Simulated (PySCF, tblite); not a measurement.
# C5H6F2: geometry, infrared bands and NMR shifts

What infrared bands and NMR shifts should C5H6F2 (`CC#CCC(F)F`) show?

Computed with tblite 0.8.0 and PySCF 2.14.0, with density-fitted response routines of our own, on a single molecule in the gas phase. Atoms count from 0, in the outputs and in this text.

## 1. Starting geometry

13 atoms, charge 0, multiplicity 1; geometry from: force field or distance geometry start.

Bonds of the start (Å): C0–C1 1.48, C1–C2 1.19, C2–C3 1.48, C3–C4 1.50, C4–F5 1.36, C4–F6 1.36, C0–H7 1.09, C0–H8 1.09, C0–H9 1.09, C3–H10 1.10, C3–H11 1.11, C4–H12 1.09.

## 2. Relaxing the molecule with GFN2-xTB

The job: settings as JSON, then the geometry in Å.

```
{"job": {"kind": "relax", "xc": "GFN2-xTB", "basis": "xTB"}, "charge": 0, "multiplicity": 1}
C      2.762600     0.217500     0.163000
C      1.299300     0.031700     0.210100
C      0.124200    -0.140200     0.268400
C     -1.341900    -0.332000     0.317400
C     -2.035000     0.118100    -0.936400
F     -1.815700    -0.767400    -1.950600
F     -3.377500     0.136300    -0.744800
H      3.108300     0.257100    -0.868600
H      3.280000    -0.599700     0.673300
H      3.035900     1.157900     0.652000
H     -1.755000     0.207600     1.179000
H     -1.563200    -1.403000     0.496900
H     -1.726200     1.116500    -1.263300
```

The run is started by

```sh
$ OMP_NUM_THREADS=1 python probes_run.py task.json out
```

One launch serves the whole session: the jobs run in the order shown.

**Question.** This job is followed by: GFN2-xTB harmonic vibrations, gas phase; GIAO PBE0/pcSseg-1 NMR shielding, non-relativistic, gas phase. What will the session give for the following? strongest single infrared mode (GFN2-xTB); zero-point energy (GFN2-xTB); 13C shifts against TMS (PBE0/pcSseg-1); 1H shifts against TMS (PBE0/pcSseg-1, means over atoms taken as alike); 19F shifts against CFCl3 (PBE0/pcSseg-1, means over atoms taken as alike).

As calculated:

| quantity | value |
| --- | --- |
| strongest single infrared mode (GFN2-xTB) | 1098 cm⁻¹, 116 km/mol |
| zero-point energy (GFN2-xTB) | 59.6 kcal/mol |
| 13C shifts against TMS (PBE0/pcSseg-1) | 123.3, 87.2, 78.0, 29.3, 4.5 ppm |
| 1H shifts against TMS (PBE0/pcSseg-1, means over atoms taken as alike) | 6.16, 2.79, 2.01 ppm |
| 19F shifts against CFCl3 (PBE0/pcSseg-1, means over atoms taken as alike) | -130.3 ppm |

Over 37 steps the energy fell by 0.061 eV; of the close pairs, C0–C1 changed most, 1.476 to 1.445 Å. All 33 modes are real, so the xTB geometry is a minimum. The strongest single mode, at 1098 cm⁻¹, has its largest shares on C4, H12, C3 and F5 (the list is cut at 4 atoms). GFN2-xTB is a fitted tight-binding method: band positions and strengths are rough. Its intensities can rank the bands wrongly. The most deshielded hydrogen is H12 (hydrogen on an sp3 CH bonded to 2 F), at 6.16 ppm: its carbon carries F, hence the downfield position.
